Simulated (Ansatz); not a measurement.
# C4H2Cl2Zr: the cost of one run

Computed with Ansatz 0.2.0, Gaussian basis. Level: r2SCAN/def2-SVP with D3(BJ) with three-body dispersion.

### Step 1. Structure used throughout

The geometry comes from an earlier relaxation with PBE0-D4 in a triple-zeta def2 set; it is a stationary point, not always the lowest conformer. Zr takes the def2 core potential; no spin-orbit term is included.

SMILES `C#[C][Zr]([Cl])([Cl])[C]#C`, 9 atoms, charge 0, spin multiplicity 1.

Atoms are counted from 1 here; the program's logs count them from 0.

Bond lengths: C1–C2 1.216 Å, C1–H8 1.068 Å, C2–Zr3 2.157 Å, Zr3–Cl4 2.323 Å, Zr3–Cl5 2.323 Å, Zr3–C6 2.157 Å, C6–C7 1.216 Å, C7–H9 1.068 Å. Angles: C2–C1–H8 179.9°, C1–C2–Zr3 179.1°, C2–Zr3–Cl4 109.2°, C2–Zr3–Cl5 109.1°, C2–Zr3–C6 108.4°, Cl4–Zr3–Cl5 111.8°, Cl4–Zr3–C6 109.1°, Cl5–Zr3–C6 109.2°, Zr3–C6–C7 179.1°, C6–C7–H9 179.9°.

Coordinates:

```xyz
9

C     0.3293   -2.4632    1.4810
C    -0.1372   -1.4449    1.0077
Zr   -0.9342    0.3692    0.1552
Cl   -2.7771   -0.1518   -1.1594
Cl   -1.4855    1.8373    1.8689
C     0.5868    1.2667   -1.0834
C     1.4561    1.7574   -1.7778
H     0.7410   -3.3572    1.8948
H     2.2207    2.1865   -2.3870
```

### Step 2. The run

in.yaml reads:

```yaml
crystal:
  periodic: [false, false, false]
  atoms:
    - {symbol: C, position_ang: [0.329329, -2.463204, 1.481048]}
    - {symbol: C, position_ang: [-0.137196, -1.444917, 1.007667]}
    - {symbol: Zr, position_ang: [-0.934164, 0.369245, 0.155213]}
    - {symbol: Cl, position_ang: [-2.777091, -0.151779, -1.159366]}
    - {symbol: Cl, position_ang: [-1.485468, 1.837281, 1.868935]}
    - {symbol: C, position_ang: [0.586811, 1.266678, -1.083440]}
    - {symbol: C, position_ang: [1.456117, 1.757415, -1.777793]}
    - {symbol: H, position_ang: [0.740966, -3.357198, 1.894783]}
    - {symbol: H, position_ang: [2.220685, 2.186491, -2.387037]}
basis:
  gaussian: {orbitals: def2-SVP}
hamiltonian: {xc: {name: r2SCAN}, dispersion: d3bjatm}
md: {timestep: 0.5 fs, n_steps: 20, ensemble: nve, temperature: 300, initial_velocities: maxwell_boltzmann, seed: 710}
```

Run with:

```console
ansatz run in.yaml --threads 4 --pin off --events-out ev --progress --plain --max-ram 11315MiB
```

What time and memory should one allow on 4 threads of Intel Xeon at 2.50GHz, shared host?

About 2.1 min, with a peak of 0.53 GiB.
